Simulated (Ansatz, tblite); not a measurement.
**[MnNCl4]2-: one state, many levels**

The task here is to estimate one member of a computed series from the others.

Program: Ansatz 0.2.0, Gaussian basis. Level of theory: as each input shows. These are calculated values, not measurements.

Levels to be run: GFN1-xTB, GFN2-xTB, PBE-D4/def2-TZVPD, r2SCAN-D4/def2-TZVPD, LC-ωPBE/def2-TZVPD, HSE06-D4/def2-TZVPD, LDA/def2-TZVPD, BLYP-D4/def2-TZVPD, CAM-B3LYP-D4/def2-TZVPD, PBE+10HF/def2-SVPD, PBE+15HF/def2-SVPD, PBE+40HF/def2-SVPD, PBE-D4/def2-SVPD, PBE0-D4/def2-SVPD, HF/STO-3G, HF/6-31G, B3LYP-D4/6-31G, CCSD(T)/def2-SVPD, MP2/def2-TZVPD, RPA/def2-TZVPD.

## The geometry

The singlet was relaxed beforehand with r2SCAN-D4/def2-SVPD.

6 atoms, charge -2, spin multiplicity 1.

Bond lengths: Mn1–N2 1.484 Å, Mn1–Cl3 2.356 Å, Mn1–Cl4 2.356 Å, Mn1–Cl5 2.356 Å, Mn1–Cl6 2.356 Å. Angles: N2–Mn1–Cl3 103.2°, N2–Mn1–Cl4 103.2°, N2–Mn1–Cl5 103.2°, N2–Mn1–Cl6 103.2°, Cl3–Mn1–Cl4 87.0°, Cl3–Mn1–Cl5 153.6°, Cl3–Mn1–Cl6 87.0°, Cl4–Mn1–Cl5 87.0°, Cl4–Mn1–Cl6 153.6°, Cl5–Mn1–Cl6 87.0°.

Formally the metal is d2. No spin-orbit coupling is included. The ion is computed in the gas phase, without counter-ions or solvent.

PBE0-D4/def2-TZVPD was run before; its log isn't repeated, and its numbers join the tables.

The first run:

Tight binding, by tblite at 300 K electronic temperature and without a spin-polarisation term:

```python
tblite.interface.Calculator('GFN1-xTB', numbers, positions, charge=-2, uhf=0).singlepoint()
```

Tight binding, by tblite at 300 K electronic temperature and without a spin-polarisation term:

```python
tblite.interface.Calculator('GFN2-xTB', numbers, positions, charge=-2, uhf=0).singlepoint()
```

start.molden holds the orbitals of an earlier run on this state, given as this run's starting guess.

The input, in.yaml:

```yaml
crystal:
  periodic: [false, false, false]
  atoms:
    - {symbol: Mn, position_ang: [-0.000225, -0.000159, 0.110770]}
    - {symbol: N, position_ang: [-0.003292, -0.002385, 1.595255]}
    - {symbol: Cl, position_ang: [2.295051, 0.013509, -0.421620]}
    - {symbol: Cl, position_ang: [-0.011970, 2.294704, -0.423233]}
    - {symbol: Cl, position_ang: [-2.293292, -0.012231, -0.431133]}
    - {symbol: Cl, position_ang: [0.013728, -2.293438, -0.430029]}
basis:
  gaussian: {orbitals: def2-TZVPD, initial_orbitals: start.molden}
total_charge: -2
hamiltonian: {xc: pbe, dispersion: d4}
scf: {omitted_lower_state_checks: [starts]}
output: {forces: true, orbitals: {seedname: orbitals}}
```

Command:

```console
> ansatz run in.yaml --threads 4 --pin off --events-out ev --progress --plain --max-ram 8704MiB
```

Steps of the session up to this table: PBE-D4/def2-TZVPD; r2SCAN-D4/def2-TZVPD; LC-ωPBE/def2-TZVPD; HSE06-D4/def2-TZVPD; LDA/def2-TZVPD; BLYP-D4/def2-TZVPD; CAM-B3LYP-D4/def2-TZVPD; PBE+10HF/def2-SVPD; PBE+15HF/def2-SVPD; PBE+40HF/def2-SVPD; PBE-D4/def2-SVPD; PBE0-D4/def2-SVPD; HF/STO-3G; HF/6-31G; B3LYP-D4/6-31G; CCSD(T)/def2-SVPD; MP2/def2-TZVPD; RPA/def2-TZVPD.

One table of the session follows, with a row left open; its other results are not shown here.

| level | LUMO (eV) | gap (eV) |
| --- | --- | --- |
| HF/STO-3G | 15.57 | 14.58 |
| HF/6-31G | 8.53 | 10.57 |
| LDA/def2-TZVPD | 4.51 | 1.05 |
| PBE-D4/def2-SVPD | 4.68 | 1.26 |
| PBE-D4/def2-TZVPD | 4.78 | 1.25 |
| BLYP-D4/def2-TZVPD | 4.90 | 1.39 |
| r2SCAN-D4/def2-TZVPD | 4.95 | 1.96 |
| B3LYP-D4/6-31G | ? | ? |
| PBE0-D4/def2-SVPD | 5.79 | 4.88 |
| PBE0-D4/def2-TZVPD | 5.89 | 4.92 |
| HSE06-D4/def2-TZVPD | 5.54 | 4.14 |
| CAM-B3LYP-D4/def2-TZVPD | 6.50 | 6.91 |
| LC-ωPBE/def2-TZVPD | 7.12 | 8.89 |
| PBE+10HF/def2-SVPD | 5.11 | 2.72 |
| PBE+15HF/def2-SVPD | 5.33 | 3.47 |
| PBE+40HF/def2-SVPD | 6.26 | 6.14 |

Estimate the missing values for B3LYP-D4/6-31G.

**Answer.** LUMO (eV): 6.17; gap (eV): 4.41. In the column «LUMO (eV)» it lies between PBE0-D4/def2-TZVPD (5.89) and PBE+40HF/def2-SVPD (6.26).
